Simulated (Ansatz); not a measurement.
**CH6BFSSi: one species, many methods**

One table from this session's results is given with a row withheld; the runs are named, their logs left out.

Program: Ansatz 0.2.0, Gaussian basis. Level of theory: functionals in def2-TZVPP, the program's frozen cores in correlated methods. These are calculated values, not measurements.

Levels to be run: PBE-D4, r2SCAN-D4, PBE0-D4, B3LYP-D4, ωB97X-V, ωB97M-V, B2PLYP; CCSD(T)/def2-TZVPP; MP2/def2-QZVPP; extrapolation to the limit.

## The relaxed structure

All runs share one geometry, relaxed beforehand with PBE0-D4 in a triple-zeta def2 set.

11 atoms, charge 0, spin multiplicity 1.

Atoms are counted from 1 here; the program's logs count them from 0.

Bond lengths: B1–C2 1.553 Å, B1–H6 1.194 Å, B1–H7 1.197 Å, C2–S3 1.822 Å, C2–H8 1.099 Å, C2–H9 1.097 Å, S3–Si4 2.104 Å, Si4–F5 1.602 Å, Si4–H10 1.483 Å, Si4–H11 1.479 Å. Angles: C2–B1–H6 122.6°, C2–B1–H7 117.5°, H6–B1–H7 119.8°, B1–C2–S3 114.8°, B1–C2–H8 106.3°, B1–C2–H9 109.5°, S3–C2–H8 110.0°, S3–C2–H9 110.6°, H8–C2–H9 105.1°, C2–S3–Si4 100.2°, S3–Si4–F5 112.2°, S3–Si4–H10 110.5°, S3–Si4–H11 107.2°, F5–Si4–H10 105.5°, F5–Si4–H11 108.5°, H10–Si4–H11 113.0°.

As a file:

```xyz
11

B    -0.7016    1.7029    1.4377
C    -0.4435    0.6466    0.3290
S     1.0669   -0.3470    0.5581
Si    0.8979   -1.6622   -1.0752
F     1.1036   -0.9143   -2.4766
H     0.0745    1.9121    2.3212
H    -1.7157    2.3351    1.3744
H    -0.3898    1.2002   -0.6191
H    -1.3221   -0.0026    0.2315
H    -0.4641   -2.2458   -1.1330
H     1.9591   -2.6823   -0.9273
```

The first run:

Contents of in.yaml:

```yaml
crystal:
  periodic: [false, false, false]
  atoms:
    - {symbol: B, position_ang: [-0.701571, 1.702890, 1.437684]}
    - {symbol: C, position_ang: [-0.443537, 0.646640, 0.329026]}
    - {symbol: S, position_ang: [1.066876, -0.346999, 0.558120]}
    - {symbol: Si, position_ang: [0.897873, -1.662152, -1.075206]}
    - {symbol: F, position_ang: [1.103644, -0.914282, -2.476628]}
    - {symbol: H, position_ang: [0.074522, 1.912096, 2.321187]}
    - {symbol: H, position_ang: [-1.715731, 2.335149, 1.374368]}
    - {symbol: H, position_ang: [-0.389775, 1.200247, -0.619123]}
    - {symbol: H, position_ang: [-1.322112, -0.002644, 0.231489]}
    - {symbol: H, position_ang: [-0.464056, -2.245775, -1.133048]}
    - {symbol: H, position_ang: [1.959066, -2.682272, -0.927269]}
basis:
  gaussian: {orbitals: def2-TZVPP}
hamiltonian: {xc: pbe, dispersion: d4}
output: {forces: true, orbitals: {seedname: orbitals}}
```

On the command line:

```
ansatz run in.yaml --threads 4 --pin off --events-out ev --progress --plain --max-ram 10444MiB
```

Among the steps run: PBE-D4 (GGA); r2SCAN-D4 (meta-GGA); PBE0-D4 (hybrid); B3LYP-D4 (hybrid); ωB97X-V (range-separated); ωB97M-V (range-separated); B2PLYP (double hybrid); CCSD(T) in def2-TZVPP; MP2 in def2-QZVPP.

One of the session's tables, all rows but one given; the rest of the session is left out.

```
            method  atomisation energy (eV)
            PBE-D4                   40.633
         r2SCAN-D4                   40.445
           PBE0-D4                        ?
          B3LYP-D4                   40.218
           ωB97X-V                   40.478
           ωB97M-V                   40.462
            B2PLYP                   39.802
     HF/def2-TZVPP                   30.590
    MP2/def2-TZVPP                   39.806
   CCSD/def2-TZVPP                   38.678
CCSD(T)/def2-TZVPP                   39.179
           MP2/CBS                   40.868
       CCSD(T)/CBS                   40.240
```

Q: Estimate the row for PBE0-D4 from the others.

**Answer.** atomisation energy (eV): 40.191. In the column «atomisation energy (eV)» it lies between MP2/def2-TZVPP (39.806) and B3LYP-D4 (40.218).
